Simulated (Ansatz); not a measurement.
# C3H9GaS2: a ladder of functionals and wavefunction methods

The task here is to estimate one member of a computed series from the others.

Program: Ansatz 0.2.0, Gaussian basis. Level of theory: functionals in def2-TZVPP, the program's frozen cores in correlated methods. These are calculated values, not measurements.

The runs, in order: LDA (SPW92), PBE-D4, revPBE-D4, BLYP-D4, r2SCAN-D4, B97M-V, PBE0-D4, B3LYP-D4, r2SCANh-D4, r2SCAN0-D4, HSE06-D4, BHLYP-D4, CAM-B3LYP-D4, LC-ωPBE, ωB97X-V, ωB97M-V, B2PLYP, PBE-QIDH; CCSD(T)/def2-SVP; CCSD(T)/def2-TZVPP; MP2/def2-QZVPP; extrapolation to the limit; RPA on PBE.

### The geometry

The geometry comes from an earlier relaxation with PBE0-D4 in a triple-zeta def2 set; it is a stationary point, not always the lowest conformer.

SMILES `C[CH](C)[Ga]([SH])[SH]`, 15 atoms, charge 0, spin multiplicity 1.

Atoms are counted from 1 here; the program's logs count them from 0.

Bond lengths: C1–C2 1.526 Å, C1–H7 1.096 Å, C1–H8 1.094 Å, C1–H9 1.093 Å, C2–C3 1.522 Å, C2–Ga4 1.980 Å, C2–H10 1.097 Å, C3–H11 1.094 Å, C3–H12 1.096 Å, C3–H13 1.093 Å, Ga4–S5 2.209 Å, Ga4–S6 2.208 Å, S5–H14 1.344 Å, S6–H15 1.343 Å. Angles: C2–C1–H7 110.6°, C2–C1–H8 111.6°, C2–C1–H9 112.4°, H7–C1–H8 107.0°, H7–C1–H9 107.5°, H8–C1–H9 107.5°, C1–C2–C3 112.0°, C1–C2–Ga4 110.5°, C1–C2–H10 108.3°, C3–C2–Ga4 112.4°, C3–C2–H10 108.7°, Ga4–C2–H10 104.4°, C2–C3–H11 111.6°, C2–C3–H12 110.7°, C2–C3–H13 112.3°, H11–C3–H12 107.0°, H11–C3–H13 107.7°, H12–C3–H13 107.3° and more.

The first run:

File in.yaml:

```yaml
crystal:
  periodic: [false, false, false]
  atoms:
    - {symbol: C, position_ang: [-1.488035, -0.229823, 0.955319]}
    - {symbol: C, position_ang: [0.005107, -0.021588, 0.719079]}
    - {symbol: C, position_ang: [0.770319, -1.337072, 0.710320]}
    - {symbol: Ga, position_ang: [0.306799, 1.038957, -0.925355]}
    - {symbol: S, position_ang: [1.674677, 0.451585, -2.556941]}
    - {symbol: S, position_ang: [-0.771170, 2.939251, -1.245353]}
    - {symbol: H, position_ang: [-1.658705, -0.748063, 1.905818]}
    - {symbol: H, position_ang: [-1.938384, -0.844138, 0.169944]}
    - {symbol: H, position_ang: [-2.039004, 0.713145, 0.990787]}
    - {symbol: H, position_ang: [0.397153, 0.608866, 1.526767]}
    - {symbol: H, position_ang: [0.438610, -1.990653, -0.102416]}
    - {symbol: H, position_ang: [0.611810, -1.884591, 1.646360]}
    - {symbol: H, position_ang: [1.847651, -1.189366, 0.598269]}
    - {symbol: H, position_ang: [2.047841, -0.690139, -1.954400]}
    - {symbol: H, position_ang: [-0.204658, 3.183609, -2.438198]}
basis:
  gaussian: {orbitals: def2-TZVPP}
hamiltonian: {xc: lda}
output: {orbitals: {seedname: orbitals}}
```

Run with:

```console
> ansatz run in.yaml --threads 2 --pin off --events-out ev --progress --plain --max-ram 22528MiB --backend cuda --devices 0, --max-vram 18GiB
```

Among the steps run: LDA; PBE-D4 (GGA); revPBE-D4 (GGA); BLYP-D4 (GGA); r2SCAN-D4 (meta-GGA); B97M-V (meta-GGA); B3LYP-D4 (hybrid); r2SCANh-D4 (hybrid); r2SCAN0-D4 (hybrid); HSE06-D4 (hybrid); BHLYP-D4 (hybrid); CAM-B3LYP-D4 (range-separated); LC-ωPBE (range-separated); ωB97X-V (range-separated); ωB97M-V (range-separated); B2PLYP (double hybrid); PBE-QIDH (double hybrid).

One of the session's tables, all rows but one given; the rest of the session is left out.

It belongs to the step «Frontier levels by functional». 

| functional | HOMO (eV) | gap (eV) |
| --- | --- | --- |
| LDA (SPW92) | -6.25 | 4.44 |
| PBE-D4 | -6.12 | 4.59 |
| revPBE-D4 | -6.06 | 4.67 |
| BLYP-D4 | -5.93 | 4.51 |
| r2SCAN-D4 | -6.41 | 5.09 |
| B97M-V | -6.47 | 5.04 |
| PBE0-D4 | -7.32 | 6.55 |
| B3LYP-D4 | -7.05 | 6.06 |
| r2SCANh-D4 | ? | ? |
| r2SCAN0-D4 | -7.51 | 6.86 |
| HSE06-D4 | -6.92 | 5.78 |
| BHLYP-D4 | -8.35 | 8.37 |
| CAM-B3LYP-D4 | -8.61 | 8.75 |
| LC-ωPBE | -10.04 | 11.28 |
| ωB97X-V | -9.66 | 10.77 |
| ωB97M-V | -9.49 | 10.40 |

**Question.** Estimate the row for r2SCANh-D4.

Worked estimate for «HOMO (eV)». Against the share of exact exchange, r2SCAN-D4 (0, -6.41), r2SCAN0-D4 (0.25, -7.51) give a slope of -4.40 per unit share; at 0.1 the line stands at -6.85.

As computed: HOMO (eV): -6.85; gap (eV): 5.80. In «HOMO (eV)» the line misses by 0.00.
